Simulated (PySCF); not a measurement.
**SrSb−: from the state search to spectroscopic constants**

One job finds the state of SrSb−, follows it along the bond with each method and fits the curves.

The runs use PySCF 2.14.0; Sr def2-SVPD with ECP28, Sb def2-SVPD with ECP28, scalar-relativistic core potentials.

1 further run of the same task is left out (set aside as unsound or not needed).

**1. Input**

A driver script around PySCF takes these settings:

```yaml
atoms: Sr, Sb
charge: -1
basis: Sr def2-SVPD with ECP28, Sb def2-SVPD with ECP28
Hamiltonian: scalar-relativistic core potentials
basis_functions: 58
electrons_treated: 34
masses_in_u: 87.9056, 120.9038
levels: PBE0, PBE, r²SCAN, M06-2X, revPBE, B3LYP, LC-ωPBE
grid: 80 radial by 434 angular points
occupations: held fixed by the projection of orbital angular momentum
dissociation_limit: Sr + Sb−, each in its ground configuration
starting_distance_in_angstrom: 3.175
values_of_2S_to_try: 0, 2
```

On the command line:

```
OMP_NUM_THREADS=1 python dia.py task.json out
```

After this run come: The PBE0 curve of the state that the search chose; Higher solutions at PBE0; PBE; r²SCAN (meta-GGA); M06-2X (hybrid meta-GGA); revPBE (GGA); B3LYP; LC-ωPBE (range-separated hybrid).

Before running it: what results should come out? Wanted: for each run, Re; ωe; De; μ.

**Answer**, as computed:

Lowest PBE0 solution found, without spin–orbit coupling: ³Π (triplet), unpaired electrons σ ↑, π ↑. State 2 has its PBE0 minimum 0.09 eV higher, as a spin-mixed determinant (⟨S²⟩ = 1.02), so this is no gap between pure states. State 3 has its PBE0 minimum 0.21 eV higher. State 4 has its PBE0 minimum 0.28 eV higher. The other levels ran on the lowest alone.

| level | Re (Å) | ωe (cm⁻¹) | De (eV) | μ (D) |
| --- | --- | --- | --- | --- |
| PBE | 3.098 | 147.8 | 2.00 | -0.02 |
| revPBE | 3.119 | 143.8 | 1.87 | 0.18 |
| r²SCAN | 3.094 | 151.7 | 1.98 | -0.33 |
| B3LYP | 3.127 | 142.1 | 1.69 | -0.40 |
| PBE0 | 3.095 | 149.0 | 1.82 | -0.18 |
| M06-2X | 3.173 | 119.2 | 1.51 | -0.36 |
| LC-ωPBE | 3.057 | 158.8 | 1.62 | -1.25 |

De is counted to Sr + Sb− in their ground configurations. A positive dipole points from Sr to Sb; in an ion it is taken about the centre of mass and does not tell which atom is negative.

In words: Bond lengths run from 3.057 Å (LC-ωPBE) to 3.173 Å (M06-2X). Among the levels with a De in the table, it runs from 1.51 eV (M06-2X) to 2.00 eV (PBE).

Spin–orbit coupling is left out, which matters for elements this heavy, above all for dissociation energies. With some functionals the highest level of the anion is positive, from self-interaction error or because the anion is truly unbound there; the finite basis then holds the extra electron, and no neutral molecule was run to test the binding. With spin–orbit coupling the term label itself may not hold.
